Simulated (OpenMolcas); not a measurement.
**Pt³⁺ among point charges: CASSCF and CASPT2 levels and susceptibility**

How does a field of 4 point charges split the states of Pt³⁺, and what χT follows?

Method: state-averaged CASSCF and CASPT2, spin-orbit coupling by RASSI with atomic mean-field integrals. Code: OpenMolcas 26.06.

## 1. The atom as given

- Species: Pt³⁺ (platinum, Z = 78, 75 electrons)
- Basis: ANO-RCC-VDZP [7s6p4d2f], 59 functions
- Scalar Hamiltonian: DKH2, point nucleus
- Inactive shells: 1s 2s 2p 3s 3p 3d 4s 4p 4d 4f 5s 5p
- Active space: 7 electrons in 5 orbitals (5d)
- Some configurations of this space: 5d7
- Orbitals: optimised for each spin and parity, averaged over all roots

Outer shells as boxes (Hund's rule):

5d7
```
5d [↑↓][↑↓][↑ ][↑ ][↑ ]
```

The ion sits among 4 point charges of -2.5 e arranged as a square (D4h), 1.96 Å from the ion.

The work runs as a chain of OpenMolcas steps in one folder; each step below is one input file. Labels, J, g values, rates, χT and fits are worked out afterwards by a script from the matrices that RASSI stores. The input lists half of the charges; inversion (Group=XYZ) makes the rest.

## 2. Basis and integrals

a.inp reads:

```
&GATEWAY
Coord
1

Pt 0.0 0.0 0.0
Basis=ANO-RCC-VDZP
Group=XYZ
NoMove
AngMom=0.0 0.0 0.0
AMFI
XField
2 Angstrom 0
1.960000 0.000000 0.000000 -2.500000
0.000000 1.960000 0.000000 -2.500000
&SEWARD
```

Launch:

```bash
OMP_NUM_THREADS=1 MOLCAS_MEM=1689 MOLCAS_PROJECT=a pymolcas a.inp > a.log
```

Standard output:

```text
Basis set label: PT.ANO-RCC...7S6P4D2F.

      Electronic valence basis set:
      ------------------
      Associated Effective Charge  78.000000 au
      Associated Actual Charge     78.000000 au
      Nuclear Model: Point charge

      Shell  nPrim  nBasis  Cartesian Spherical Contaminant
         s      24       7        X
         p      21       6        X
         d      15       4                 X
         f      11       2                 X
                  Relativistic Douglas-Kroll-Hess integrals:
                    - DKH order of Hamiltonian: 2
                    - DKH order of Properties : 0
                  Atomic mean-field integrals
```

## 3. CASSCF: quartets of even parity, 10 roots

a.inp reads:

```
&RASSCF
FileOrb=start.orb
Symmetry=1
Spin=4
nActEl=7 0 0
Inactive=15 19
Ras2=5 0
CIRoot=10 10 1
SDav=10
CIMx=300
Iter=120 100
PrWF=0.3
OrbListing=Nothing
MaxOrb=0
>>> COPY $Project.JobIph JOB001
```

start.orb holds the contracted functions of the basis, ordered by shell, or the orbitals of the step before.

Standard output, shortened:

```text
[...]
      Number of active orbitals                  5
[...]
      Spin quantum number                      1.5
[...]
      Active orbitals                            5   0
[...]
      Number of CSFs                            10
      Number of root(s) required                10
[...]
      Convergence after 10 iterations
[...]
      Natural orbitals and occupation numbers for root  1
      sym 1:   1.019115   1.980885   1.980885   1.019115   1.000000
      Natural orbitals and occupation numbers for root  2
      sym 1:   1.019115   1.019115   1.980885   1.980885   1.000000
      Natural orbitals and occupation numbers for root  3
      sym 1:   1.008275   1.991725   1.000000   1.991725   1.008275
::    RASSCF root number  1 Total energy: -18402.24545556
::    RASSCF root number  2 Total energy: -18402.24545556
::    RASSCF root number  3 Total energy: -18402.20532912
[...]
::    RASSCF root number  7 Total energy: -18402.12220817
::    RASSCF root number  8 Total energy: -18402.05446853
::    RASSCF root number  9 Total energy: -18402.05446853
::    RASSCF root number 10 Total energy: -18401.93683024
```

## 4. CASSCF: doublets of even parity, 40 roots

a.inp reads:

```
&RASSCF
FileOrb=start.orb
Symmetry=1
Spin=2
nActEl=7 0 0
Inactive=15 19
Ras2=5 0
CIRoot=40 40 1
SDav=40
CIMx=300
Iter=120 100
PrWF=0.3
OrbListing=Nothing
MaxOrb=0
>>> COPY $Project.JobIph JOB002
```

Launch:

```bash
OMP_NUM_THREADS=1 MOLCAS_MEM=1689 MOLCAS_PROJECT=a pymolcas a.inp > a.log
```

Standard output, shortened:

```text
[...]
      Number of active orbitals                  5
[...]
      Spin quantum number                      0.5
[...]
      Active orbitals                            5   0
[...]
      Number of CSFs                            40
      Number of root(s) required                40
[...]
      Convergence after  7 iterations
[...]
      Natural orbitals and occupation numbers for root  1
      sym 1:   1.947486   1.947486   1.994257   0.077081   1.033690
      Natural orbitals and occupation numbers for root  2
      sym 1:   1.049660   1.941994   1.994882   0.088108   1.925355
      Natural orbitals and occupation numbers for root  3
      sym 1:   1.994882   1.049660   1.941994   0.088108   1.925355
::    RASSCF root number  1 Total energy: -18402.24788374
::    RASSCF root number  2 Total energy: -18402.22388434
::    RASSCF root number  3 Total energy: -18402.22388434
[...]
::    RASSCF root number 27 Total energy: -18401.99666485
::    RASSCF root number 28 Total energy: -18401.99666485
::    RASSCF root number 29 Total energy: -18401.97586803
::    RASSCF root number 30 Total energy: -18401.97586803
```

## 5. RASSI: spin-orbit coupling between the states

a.inp reads:

```
&RASSI
NrOfJobIphs=2 10 40
1 2 3 4 5 6 7 8 9 10
1 2 3 4 5 6 7 8 9 10 11 12 13 14 15 16 17 18 19 20 21 22 23 24 25 26 27
28 29 30 31 32 33 34 35 36 37 38 39 40
IphNames
JOB001
JOB002
EJob
SpinOrbit
DIPRint=1.0
SOCoupling=1000.0
Subsets=2
Property=9
'ANGMOM' 1 'ANGMOM' 2 'ANGMOM' 3 'MLTPL  1' 1 'MLTPL  1' 2 'MLTPL  1' 3
'AMFI' 1 'AMFI' 2 'AMFI' 3
SOProperty=3
'ANGMOM' 1 'ANGMOM' 2 'ANGMOM' 3
```

Standard output, shortened:

```text
SPIN-FREE ENERGIES:
  (Shifted by EMIN (a.u.) =     -18402.2478837385)
 SF State       Relative EMIN(au)   Rel lowest level(eV)    D:o, cm**(-1)      L_eff
    11             0.0000000000        0.0000000000              0.0000         3.1
     2             0.0024281832        0.0660742306            532.9246         2.2
     1             0.0024281832        0.0660742306            532.9246         2.2
    12             0.0239993997        0.6530569351           5267.2594         3.9
    13             0.0239993997        0.6530569351           5267.2594         3.9
     3             0.0425546225        1.1579702686           9339.6601         2.7
    14             0.0472125501        1.2847189353          10361.9570         3.2
    15             0.0545723346        1.4849888752          11977.2430         3.8
     4             0.0563814674        1.5342178864          12374.3018         2.9
    16             0.0678032094        1.8450193196          14881.0844         4.4
[...]
Eigenvalues of complex Hamiltonian:
   -----------------------------------
  (Shifted by EMIN (a.u.) =     -18402.2478837385)
 SO State       Relative EMIN(au)   Rel lowest level(eV)    D:o, cm**(-1)     J-value
     1            -0.0481721131        0.0000000000              0.0000         2.7
     2            -0.0481721131        0.0000000000              0.0000         2.7
     3            -0.0257663530        0.6096917910           4917.4959         3.3
     4            -0.0257663530        0.6096917910           4917.4959         3.3
     5            -0.0243427856        0.6484290320           5229.9328         2.8
     6            -0.0243427856        0.6484290320           5229.9328         2.8
     7            -0.0000711189        1.3088947309          10556.9480         2.7
     8            -0.0000711189        1.3088947309          10556.9480         2.7
     9             0.0028950639        1.3896086776          11207.9498         2.7
    10             0.0028950639        1.3896086776          11207.9498         2.7
    11             0.0122802857        1.6449935720          13267.7679         2.7
[...]
```

These steps: 8.3 s of run time, 1 thread of Arm Neoverse V2, shared host.

States without spin-orbit coupling:

```tsv
state	degeneracy	E (cm-1)	free-ion L (%)
2B2	1	0	D (35)
4E	2	533	F (56)
2E	2	5267	H (48)
4A2	1	9340	F (84)
2B1	1	10362	F (38)
2A1	1	11977	G (45)
4B2	1	12374	F (100)
2E	2	14881	H (59)
2E	2	19217	F (36)
2A2	1	20851	G (50)
2A2	1	22312	P (48)
4B1	1	25407	F (100)
4E	2	27583	F (82)
2E	2	30253	G (40)
2A1	1	30323	G (64)
2B2	1	31387	G (46)
2A2	1	31815	H (66)
2A1	1	37070	D (58)
2B1	1	37628	G (57)
2E	2	41855	G (42)
4E	2	42450	F (62)
2A1	1	43969	G (56)
2A2	1	44636	H (54)
2E	2	45437	P (35)
```

With spin-orbit coupling:

| E (cm-1) | Degeneracy | Label | 2S+1 | g |
| --- | --- | --- | --- | --- |
| 0.0 | 2 | E3/2 | 2 | 2.10 2.10 2.55 |
| 4917 | 2 | E1/2 | 4 | 0.60 3.46 3.46 |
| 5230 | 2 | E3/2 | 4 | 2.70 2.70 5.91 |
| 10557 | 2 | E1/2 | 4 | 0.61 0.61 3.52 |
| 11208 | 2 | E3/2 | 2 | 1.05 2.30 2.30 |
| 13268 | 2 | E3/2 | 2 | 0.78 0.78 3.86 |
| 13434 | 2 | E1/2 | 4 | 1.33 1.39 1.39 |
| 16216 | 2 | E1/2 | 4 | 0.35 0.35 1.17 |
| 18328 | 2 | E1/2 | 2 | 1.08 1.08 3.24 |
| 18468 | 2 | E3/2 | 4 | 0.54 0.54 2.12 |
| 20193 | 2 | E3/2 | 2 | 0.86 0.86 5.49 |
| 21544 | 2 | E3/2 | 2 | 2.41 2.41 3.43 |
| 25093 | 2 | E1/2 | 2 | 0.41 0.41 2.61 |
| 25334 | 2 | E1/2 | 2 | 0.28 0.28 2.10 |
| 27388 | 2 | E3/2 | 2 | 0.55 0.55 1.14 |
| 27620 | 2 | E3/2 | 2 | 1.03 1.03 1.51 |
| 28918 | 2 | E1/2 | 2 | 2.04 2.20 2.20 |
| 29245 | 2 | E1/2 | 2 | 1.28 1.28 2.11 |
| 33800 | 2 | E1/2 | 2 | 0.04 0.04 2.42 |
| 34905 | 2 | E1/2 | 2 | 0.10 0.10 1.52 |
| 35241 | 2 | E3/2 | 4 | 0.30 1.52 1.52 |
| 35522 | 2 | E1/2 | 4 | 0.82 0.82 3.45 |
| 37911 | 2 | E3/2 | 4 | 0.41 0.41 1.69 |
| 38300 | 2 | E1/2 | 2 | 0.49 0.49 0.63 |

The table of states holds 24 of 37 computed; the rest, higher up, is left out. Principal g values are given for doublets only; a zero marks a field direction without first-order Zeeman splitting.

Powder χT (cm³ K/mol): 0.48 at 2 K, 0.48 at 5 K, 0.49 at 10 K, 0.49 at 20 K, 0.50 at 50 K, 0.53 at 100 K, 0.55 at 150 K, 0.58 at 200 K, 0.60 at 250 K, 0.63 at 300 K.

Orbitals of the lowest block (energies include the constant potential of the surroundings):

```tsv
shell	space	energy (hartree)	mean occupation	⟨r²⟩ (bohr²)
1s	inactive	-2888.9249	2.000	0.000375
2s	inactive	-512.3304	2.000	0.00612
2p	inactive	-446.0961	6.000	0.00512
3s	inactive	-121.8291	2.000	0.0398
3p	inactive	-102.0806	6.000	0.0407
3d	inactive	-79.5737	10.000	0.0340
4s	inactive	-26.4747	2.000	0.195
4p	inactive	-19.8464	6.000	0.220
4d	inactive	-11.4189	10.000	0.253
4f	inactive	-2.0596	14.000	0.317
5s	inactive	-3.0904	2.000	1.04
5p	inactive	-1.2244	6.000	1.36
5d	RAS2		7.000	2.90
```

## 6. CASPT2: IPEA 0.25, imaginary shift 0.1 (closed shells correlated: 5s 5p)

a.inp reads:

```
>>> COPY JOB001 $Project.JobIph
&CASPT2
Multistate=10 1 2 3 4 5 6 7 8 9 10
NoMult
Frozen=14 16
IPEA=0.25
Imaginary=0.1
MaxIter=60
WThr=0.0 0.3 0.05
PrWF=0.5
NoMix
>>> COPY JOB002 $Project.JobIph
&CASPT2
Multistate=40 1 2 3 4 5 6 7 8 9 10 11 12 13 14 15 16 17 18 19 20 21 22
23 24 25 26 27 28 29 30 31 32 33 34 35 36 37 38 39 40
NoMult
Frozen=14 16
IPEA=0.25
Imaginary=0.1
MaxIter=60
WThr=0.0 0.3 0.05
PrWF=0.5
NoMix
```

Launch:

```bash
OMP_NUM_THREADS=1 MOLCAS_MEM=1689 MOLCAS_PROJECT=a pymolcas a.inp > a.log
```

Standard output:

```text
Orbital specifications:
      -----------------------

      Symmetry species                           1   2
                                                ag  au
      Frozen orbitals                           14  16
      Inactive orbitals                          1   3
      Active orbitals                            5   0
      Secondary orbitals                         7  13
      Deleted orbitals                           0   0
      Number of basis functions                 27  32
Type of calculation                        SS-CASPT2
      Fock operator                              state-specific
      IPEA shift                                 0.25
      Real shift                                 0.00
      Imaginary shift                            0.10
      The input orbitals will be transformed to quasi-canonical
Reference energy:      -18402.2454555553
      E2 (Non-variational):      -0.2667119796
      Shift correction:          -0.0002063002
      E2 (Variational):          -0.2669182798
      Total energy:          -18402.5123738351
      Residual norm:              0.0000009932
      Reference weight:           0.93983
      Contributions to the CASPT2 correlation energy
      Active & Virtual Only:         -0.1197882926
      One Inactive Excited:          -0.1050771777
      Two Inactive Excited:          -0.0418465093
Reference energy:      -18402.2454555553
      E2 (Non-variational):      -0.2667119968
      Shift correction:          -0.0002063006
      E2 (Variational):          -0.2669182975
      Total energy:          -18402.5123738528
      Residual norm:              0.0000009932
      Reference weight:           0.93983
      Contributions to the CASPT2 correlation energy
      Active & Virtual Only:         -0.1197883087
      One Inactive Excited:          -0.1050771789
      Two Inactive Excited:          -0.0418465091
::    CASPT2 Root  1     Total energy: -18402.51237384
::    CASPT2 Root  2     Total energy: -18402.51237385
::    CASPT2 Root  3     Total energy: -18402.45920780
::    CASPT2 Root  4     Total energy: -18402.45262220
::    CASPT2 Root  5     Total energy: -18402.38875898
::    CASPT2 Root  6     Total energy: -18402.37613840
::    CASPT2 Root  7     Total energy: -18402.37613841
::    CASPT2 Root  8     Total energy: -18402.30688060
::    CASPT2 Root  9     Total energy: -18402.30688062
::    CASPT2 Root 10     Total energy: -18402.19162143
Orbital specifications:
      -----------------------

      Symmetry species                           1   2
                                                ag  au
      Frozen orbitals                           14  16
      Inactive orbitals                          1   3
      Active orbitals                            5   0
      Secondary orbitals                         7  13
      Deleted orbitals                           0   0
      Number of basis functions                 27  32
Type of calculation                        SS-CASPT2
      Fock operator                              state-specific
      IPEA shift                                 0.25
      Real shift                                 0.00
      Imaginary shift                            0.10
      The input orbitals will be transformed to quasi-canonical
Reference energy:      -18402.2478837385
      E2 (Non-variational):      -0.2785675972
      Shift correction:          -0.0002046062
      E2 (Variational):          -0.2787722034
      Total energy:          -18402.5266559420
      Residual norm:              0.0000002232
      Reference weight:           0.93775
      Contributions to the CASPT2 correlation energy
      Active & Virtual Only:         -0.1292345778
      One Inactive Excited:          -0.1044981715
      Two Inactive Excited:          -0.0448348479
Reference energy:      -18402.2238843388
      E2 (Non-variational):      -0.2710247338
      Shift correction:          -0.0001928136
      E2 (Variational):          -0.2712175474
      Total energy:          -18402.4951018863
      Residual norm:              0.0000001386
      Reference weight:           0.94009
      Contributions to the CASPT2 correlation energy
      Active & Virtual Only:         -0.1225267056
      One Inactive Excited:          -0.1056690472
      Two Inactive Excited:          -0.0428289810
::    CASPT2 Root  1     Total energy: -18402.52665594
::    CASPT2 Root  2     Total energy: -18402.49510189
::    CASPT2 Root  3     Total energy: -18402.49510190
::    CASPT2 Root  4     Total energy: -18402.47444530
::    CASPT2 Root  5     Total energy: -18402.45171904
::    CASPT2 Root  6     Total energy: -18402.44929539
::    CASPT2 Root  7     Total energy: -18402.44929539
::    CASPT2 Root  8     Total energy: -18402.43393820
::    CASPT2 Root  9     Total energy: -18402.43393807
::    CASPT2 Root 10     Total energy: -18402.41337389
::    CASPT2 Root 11     Total energy: -18402.40852206
::    CASPT2 Root 12     Total energy: -18402.37404281
::    CASPT2 Root 13     Total energy: -18402.37404281
::    CASPT2 Root 14     Total energy: -18402.37745872
::    CASPT2 Root 15     Total energy: -18402.37401104
::    CASPT2 Root 16     Total energy: -18402.37125424
::    CASPT2 Root 17     Total energy: -18402.33411016
::    CASPT2 Root 18     Total energy: -18402.34652198
::    CASPT2 Root 19     Total energy: -18402.31732379
::    CASPT2 Root 20     Total energy: -18402.31732379
::    CASPT2 Root 21     Total energy: -18402.31173475
::    CASPT2 Root 22     Total energy: -18402.31059127
::    CASPT2 Root 23     Total energy: -18402.30377528
::    CASPT2 Root 24     Total energy: -18402.30377529
::    CASPT2 Root 25     Total energy: -18402.29649966
::    CASPT2 Root 26     Total energy: -18402.26777596
::    CASPT2 Root 27     Total energy: -18402.25462767
::    CASPT2 Root 28     Total energy: -18402.25462767
::    CASPT2 Root 29     Total energy: -18402.23484898
::    CASPT2 Root 30     Total energy: -18402.23484898
```

Time for this run: 3.2 s (1 thread of Arm Neoverse V2, shared host).

SS-CASPT2: lowest energy less the reference's lowest, -0.2788 hartree; reference weights 0.935 to 0.947.

States without spin-orbit coupling:

```tsv
state	degeneracy	E (cm-1)	free-ion L (%)
2B2	1	0	D (35)
4E	2	3135	F (56)
2E	2	6925	H (48)
2B1	1	11459	F (38)
4A2	1	14803	F (84)
4B2	1	16249	F (100)
2A1	1	16447	G (45)
2E	2	16979	H (59)
2E	2	20349	F (36)
2A2	1	24863	G (50)
2A2	1	25927	P (48)
4B1	1	30265	F (100)
2A1	1	32745	G (64)
4E	2	33035	F (82)
2E	2	33495	G (40)
2B2	1	33502	G (46)
2A2	1	34107	H (66)
2B1	1	39535	G (57)
2A1	1	42259	D (58)
2E	2	45943	G (42)
2A1	1	47170	G (56)
2A2	1	47421	H (54)
4E	2	48235	F (62)
2E	2	48917	P (35)
```

With spin-orbit coupling:

```json
{"E (cm-1)": "0", "Degeneracy": "2", "Label": "E3/2", "2S+1": "2", "g": "2.16 2.24 2.24"}
{"E (cm-1)": "6060", "Degeneracy": "2", "Label": "E3/2", "2S+1": "4", "g": "2.78 2.78 5.17"}
{"E (cm-1)": "6250", "Degeneracy": "2", "Label": "E1/2", "2S+1": "4", "g": "0.47 2.84 2.84"}
{"E (cm-1)": "10880", "Degeneracy": "2", "Label": "E3/2", "2S+1": "2", "g": "0.67 1.85 1.85"}
{"E (cm-1)": "11840", "Degeneracy": "2", "Label": "E1/2", "2S+1": "4", "g": "0.30 0.30 3.66"}
{"E (cm-1)": "14260", "Degeneracy": "2", "Label": "E3/2", "2S+1": "2", "g": "0.27 0.27 3.80"}
{"E (cm-1)": "15020", "Degeneracy": "2", "Label": "E1/2", "2S+1": "2", "g": "1.12 1.28 1.28"}
{"E (cm-1)": "18760", "Degeneracy": "2", "Label": "E1/2", "2S+1": "4", "g": "0.24 0.24 0.90"}
{"E (cm-1)": "20080", "Degeneracy": "2", "Label": "E1/2", "2S+1": "2", "g": "0.88 0.88 2.71"}
{"E (cm-1)": "20130", "Degeneracy": "2", "Label": "E3/2", "2S+1": "2", "g": "0.66 0.66 1.58"}
{"E (cm-1)": "21210", "Degeneracy": "2", "Label": "E3/2", "2S+1": "2", "g": "0.31 0.31 7.83"}
{"E (cm-1)": "22590", "Degeneracy": "2", "Label": "E3/2", "2S+1": "4", "g": "2.37 2.54 2.54"}
{"E (cm-1)": "26200", "Degeneracy": "2", "Label": "E1/2", "2S+1": "2", "g": "0.07 0.07 0.75"}
{"E (cm-1)": "27650", "Degeneracy": "2", "Label": "E1/2", "2S+1": "2", "g": "0.57 0.57 3.38"}
{"E (cm-1)": "28140", "Degeneracy": "2", "Label": "E3/2", "2S+1": "2", "g": "1.21 1.21 2.08"}
{"E (cm-1)": "29080", "Degeneracy": "2", "Label": "E3/2", "2S+1": "2", "g": "0.83 0.83 3.17"}
{"E (cm-1)": "30740", "Degeneracy": "2", "Label": "E1/2", "2S+1": "2", "g": "1.18 1.18 1.28"}
{"E (cm-1)": "31230", "Degeneracy": "2", "Label": "E1/2", "2S+1": "2", "g": "1.80 1.80 4.92"}
{"E (cm-1)": "35970", "Degeneracy": "2", "Label": "E1/2", "2S+1": "2", "g": "0.45 0.45 2.63"}
{"E (cm-1)": "36910", "Degeneracy": "2", "Label": "E3/2", "2S+1": "2", "g": "0.08 1.67 1.67"}
{"E (cm-1)": "37090", "Degeneracy": "2", "Label": "E1/2", "2S+1": "2", "g": "0.52 0.52 0.80"}
{"E (cm-1)": "38200", "Degeneracy": "2", "Label": "E1/2", "2S+1": "2", "g": "0.81 0.81 2.90"}
{"E (cm-1)": "40540", "Degeneracy": "2", "Label": "E1/2", "2S+1": "2", "g": "0.09 0.81 0.81"}
{"E (cm-1)": "41170", "Degeneracy": "2", "Label": "E3/2", "2S+1": "4", "g": "0.18 0.18 2.17"}
```

Powder χT (cm³ K/mol): 0.46 at 2 K, 0.46 at 5 K, 0.46 at 10 K, 0.47 at 20 K, 0.48 at 50 K, 0.50 at 100 K, 0.51 at 150 K, 0.53 at 200 K, 0.55 at 250 K, 0.57 at 300 K.

## 7. The methods side by side

A. CASSCF
B. SS-CASPT2, IPEA 0.25, imaginary shift 0.1 (closed shells correlated: 5s 5p)

```tsv
method	ground state	first state of that spin (cm-1)	first gap with spin-orbit (cm-1)	χT at 300 K
A	2B2	2E 5267	4917.5	0.63
B	2B2	2E 6925	6060.2	0.57
```

## 8. Results

| quantity | value |
| --- | --- |
| method | SS-CASPT2, IPEA 0.25, imaginary shift 0.1 (closed shells correlated: 5s 5p) |
| spin-free ground state | 2B2, 1-fold in its orbital part |
| first state of the same spin within the active space | 2E at 6930 cm⁻¹ |
| lowest level | 2-fold E3/2, g = 2.16, 2.24, 2.24 |
| next level | 6060.2 cm⁻¹ |
| χT at 300 K | 0.57 cm³ K/mol |
| effective moment at 300 K | 2.13 μB |

Cost by method:

```tsv
method	time of its own steps	time with the reference
A. CASSCF	8.3 s	8.3 s
B. SS-CASPT2, IPEA 0.25, imaginary shift 0.1, +5s 5p	3.2 s	11 s
```

Times are of one thread on a shared host.

In words: The spin-free ground state (2B2) comes to 35 % from free-ion D terms and has less than the highest spin computed. χT at 300 K is 0.57, against 0.38 cm³ K/mol for the spin alone, so orbital moment adds to it. The field of point charges can differ much from that of real complexes. With metal d orbitals alone active, the gaps between spin states are rough; where two lie within a few thousand cm-1, their order is open. This is an electrostatic model: the charges have no orbitals.
